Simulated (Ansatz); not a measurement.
# In (In, beta-Sn type): the cost of one run

Method: DFT LDA (PW92), plane waves (420 eV) with PAW, scalar-relativistic; PBE-made PAW files, in Ansatz 0.2.0.

## Step 1: The structure to begin with

Symmetry: I4_1/amd, No. 141, tetragonal system. Conventional cell: a = 5.859 Å, b = 5.859 Å, c = 3.199 Å, α = 90.00°, β = 90.00°, γ = 90.00°. In (site symmetry -4m2) is surrounded by 6 In at 3.04 to 3.20 Å.

Coordinates:

```cif
data_structure
_symmetry_space_group_name_H-M 'I4_1/amd:1'
_symmetry_Int_Tables_number 141
_cell_length_a 5.8588
_cell_length_b 5.8588
_cell_length_c 3.1989
_cell_angle_alpha 90.000
_cell_angle_beta 90.000
_cell_angle_gamma 90.000
_cell_volume 109.80
loop_
_atom_site_label
_atom_site_type_symbol
_atom_site_symmetry_multiplicity
_atom_site_Wyckoff_symbol
_atom_site_fract_x
_atom_site_fract_y
_atom_site_fract_z
_atom_site_occupancy
In1 In 4 a 0.00000 0.00000 0.00000 1
```

## Step 2: Geometry optimisation

input.yaml

```yaml
crystal:
  lattice:
    - [-2.9293900315, 2.9293900315, 1.5994469572]
    - [2.9293900315, -2.9293900315, 1.5994469572]
    - [2.9293900315, 2.9293900315, -1.5994469572]
  atoms:
    - { symbol: In, position: [0.0, 0.0, 0.0] }
    - { symbol: In, position: [0.75, 0.25, 0.5] }
hamiltonian:
  xc: lda
  pseudopotentials:
    kind: paw
    azcp:
      In: "pseudopotentials/In.paw.azcp"
basis:
  ecutwfc: 420
  fft_grid_basis: typed
kpoints:
  mp_grid: { grid: [11, 11, 8], shift: [0, 0, 0] }
magnetization:
  spin_polarized: false
scf:
  occupations: { method: fermi_dirac, width: 0.1 }
relax:
  max_steps: 60
  f_tol: 0.01
  cell: {}
```

What time and memory should one allow on 2 threads of an Arm CPU, shared host?

About 1.9 min, with a peak of 0.49 GiB.
